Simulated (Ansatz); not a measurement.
Runs of Ansatz 0.2.0 on TcSe2. The structure is cubic, space group Fm-3m (No. 225). The conventional cell has a = 6.291 Å, b = 6.291 Å, c = 6.291 Å, α = 90.00°, β = 90.00°, γ = 90.00°. Tc (site symmetry m-3m) has 8 Se at 2.72 Å as nearest neighbours. Se (site symmetry -43m) is surrounded by 4 Tc at 2.72 Å. The cell comes from a database or a generator and needn't be the stable form of this composition.

| level | spin | U | fixed moment (μB) | gap on the mesh (eV) | pressure (GPa) | moment (μB) |
| --- | --- | --- | --- | --- | --- | --- |
| PBE+U | off | Tc d U = 4 eV | - | none | -8.1 | - |
| PBE+U | collinear, program default start | Tc d U = 8 eV | - | none | 17.7 | 3.19 |
| PBE+U | collinear, ferromagnetic start | Tc d U = 8 eV | - | none | 17.7 | 3.19 |
| PBE+U | collinear, ferromagnetic start | Tc d U = 4 eV | 4 | - | 12.7 | 4.00 |
| PBEsol+U | collinear, ferromagnetic start | Tc d U = 3 eV | - | none | -14.0 | (a) |

Alike in all rows: task single point; potentials or basis Ansatz PAW earlier set; cell as given; k mesh 5 × 5 × 5; cutoff (eV) 500; smearing gaussian 0.05 eV.

Q: Estimate the missing entries.

A: (a) 0.05.

Caveats: the magnetic or orbital state may not be the lowest (some runs); U without spin polarisation on a metal has little footing (some runs); the total moment is fixed, so each spin has its own Fermi level (some runs); the thresholds are loose for stress (some runs); the PAW data sets come from PBE, with cores solved anew for the run's functional, which leaves a small shift of forces and pressure (some runs); the starting moments weren't kept (some runs).

A k mesh can miss the band edges, and the runs leave out spin-orbit coupling on Se, Tc.

A gap of «none» marks a metal or a gap under the smearing width.
